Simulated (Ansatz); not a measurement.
# C₂H₉InOSi: up Jacob's ladder to CCSD(T)

How much do the methods differ for C₂H₉InOSi? The plan is to run it at one geometry with functionals of several rungs and with coupled cluster. The yardstick is the atomisation energy at the CCSD(T) limit.

The runs use Ansatz 0.2.0, Gaussian basis; functionals in def2-TZVPP, the program's frozen cores in correlated methods.

Plan: LDA (SPW92), PBE-D4, revPBE-D4, BLYP-D4, r2SCAN-D4, B97M-V, PBE0-D4, B3LYP-D4, r2SCANh-D4, r2SCAN0-D4, HSE06-D4, BHLYP-D4, CAM-B3LYP-D4, LC-ωPBE, ωB97X-V, ωB97M-V, B2PLYP, PBE-QIDH; CCSD(T)/def2-SVP; CCSD(T)/def2-TZVPP; MP2/def2-QZVPP; extrapolation to the limit; RPA on PBE.

## Step 1: The relaxed structure

All runs share one geometry, relaxed beforehand with PBE0-D4 in a triple-zeta def2 set. In takes the def2 core potential; no spin-orbit term is included.

SMILES `C[CH2][InH][O][SiH3]`, 14 atoms, charge 0, spin multiplicity 1.

Atoms are counted from 1 here; the program's logs count them from 0.

Bond lengths: C1–C2 1.522 Å, C1–H6 1.092 Å, C1–H7 1.095 Å, C1–H8 1.092 Å, C2–In3 2.149 Å, C2–H9 1.094 Å, C2–H10 1.094 Å, In3–O4 2.004 Å, In3–H11 1.708 Å, O4–Si5 1.615 Å, Si5–H12 1.490 Å, Si5–H13 1.495 Å, Si5–H14 1.495 Å. Angles: C2–C1–H6 112.0°, C2–C1–H7 111.1°, C2–C1–H8 112.0°, H6–C1–H7 107.3°, H6–C1–H8 106.9°, H7–C1–H8 107.3°, C1–C2–In3 113.9°, C1–C2–H9 111.4°, C1–C2–H10 111.4°, In3–C2–H9 106.9°, In3–C2–H10 106.9°, H9–C2–H10 105.9°, C2–In3–O4 111.7°, C2–In3–H11 140.0°, O4–In3–H11 108.3°, In3–O4–Si5 145.3°, O4–Si5–H12 110.5°, O4–Si5–H13 112.1° and more.

## Step 2: LDA

This LDA is Slater exchange with PW92 correlation.

File in.yaml:

```yaml
crystal:
  periodic: [false, false, false]
  atoms:
    - {symbol: C, position_ang: [0.148967, 0.385031, 1.618373]}
    - {symbol: C, position_ang: [0.027507, -1.126049, 1.487507]}
    - {symbol: In, position_ang: [-0.173822, -1.811272, -0.539022]}
    - {symbol: O, position_ang: [-0.165562, -0.287979, -1.841164]}
    - {symbol: Si, position_ang: [-0.053344, 1.314499, -2.010487]}
    - {symbol: H, position_ang: [1.022020, 0.772869, 1.088665]}
    - {symbol: H, position_ang: [0.246006, 0.682849, 2.667296]}
    - {symbol: H, position_ang: [-0.723640, 0.902534, 1.213338]}
    - {symbol: H, position_ang: [-0.838082, -1.505849, 2.038297]}
    - {symbol: H, position_ang: [0.899119, -1.634610, 1.909902]}
    - {symbol: H, position_ang: [-0.342634, -3.267349, -1.416526]}
    - {symbol: H, position_ang: [-0.127419, 1.693822, -3.449908]}
    - {symbol: H, position_ang: [-1.153591, 2.033353, -1.297193]}
    - {symbol: H, position_ang: [1.234474, 1.848151, -1.469087]}
basis:
  gaussian: {orbitals: def2-TZVPP}
hamiltonian: {xc: lda}
output: {orbitals: {seedname: orbitals}}
```

The run is started by

```console
> ansatz run in.yaml --threads 2 --pin off --events-out ev --progress --plain --max-ram 32768MiB --backend cuda --devices 0, --max-vram 18GiB
```

After this run come: PBE-D4 (GGA); revPBE-D4 (GGA); BLYP-D4 (GGA); r2SCAN-D4 (meta-GGA); B97M-V (meta-GGA); B3LYP-D4 (hybrid); r2SCANh-D4 (hybrid); r2SCAN0-D4 (hybrid); HSE06-D4 (hybrid); BHLYP-D4 (hybrid); CAM-B3LYP-D4 (range-separated); LC-ωPBE (range-separated); ωB97X-V (range-separated); ωB97M-V (range-separated); B2PLYP (double hybrid); PBE-QIDH (double hybrid); CCSD(T) in def2-SVP; CCSD(T) in def2-TZVPP; MP2 in def2-QZVPP; RPA on PBE orbitals.

**Question.** What will the summary of the whole plan be? Wanted: atomisation energy, CCSD(T)/CBS; farthest beyond LDA; mean size of error, GGA; mean size of error, meta-GGA; mean size of error, hybrid; mean size of error, range-separated; mean size of error, double hybrid; gap, smallest and largest; T1 diagnostic.

The runs gave:

| quantity | value |
| --- | --- |
| atomisation energy, CCSD(T)/CBS | 1136.6 kcal/mol |
| functionals within 11.4 kcal/mol (1.0 %) | PBE-D4, r2SCAN-D4, B97M-V, B3LYP-D4, r2SCANh-D4, CAM-B3LYP-D4, LC-ωPBE, ωB97X-V, ωB97M-V |
| farthest beyond LDA | BHLYP-D4 (-31.3 kcal/mol) |
| mean size of error, GGA | 15.8 kcal/mol |
| mean size of error, meta-GGA | 4.0 kcal/mol |
| mean size of error, hybrid | 16.2 kcal/mol |
| mean size of error, range-separated | 4.1 kcal/mol |
| mean size of error, double hybrid | 18.0 kcal/mol |
| gap, smallest and largest | 3.90 eV (LDA (SPW92)), 10.50 eV (LC-ωPBE) |
| T1 diagnostic | 0.0136 |
| triples share of the correlation energy | 3.4 % |

The LDA atomisation energy is off by 135.0 kcal/mol (12 %): it overbinds. PBE-D4 misses by -2.8 kcal/mol. Double hybrids carry the basis error of their MP2 part in triple zeta, and no dispersion term here, so their miss is partly the set-up's. The rungs meta-GGA, range-separated miss on average by less than the doubt on the reference (11.4 kcal/mol), so they tie. The reference freezes the cores and leaves out spin-orbit coupling and excitations past (T), and its outer-core shells are covered unevenly, so misses under about 11.4 kcal/mol can't be ranked. All levels share the lack of spin-orbit coupling, which lowers the free heavy atoms and so the true binding. Hartree-Fock recovers 74 % of the binding; the rest is correlation. CCSD(T) in def2-SVP is off by -67.9 kcal/mol, more than most functionals: a good method in a small basis is no reference. The gap grows from 3.9 to 10.5 eV across the functionals, mostly with the share of exact exchange. Correlated methods include outer-core shells of In, which these sets cover unevenly.
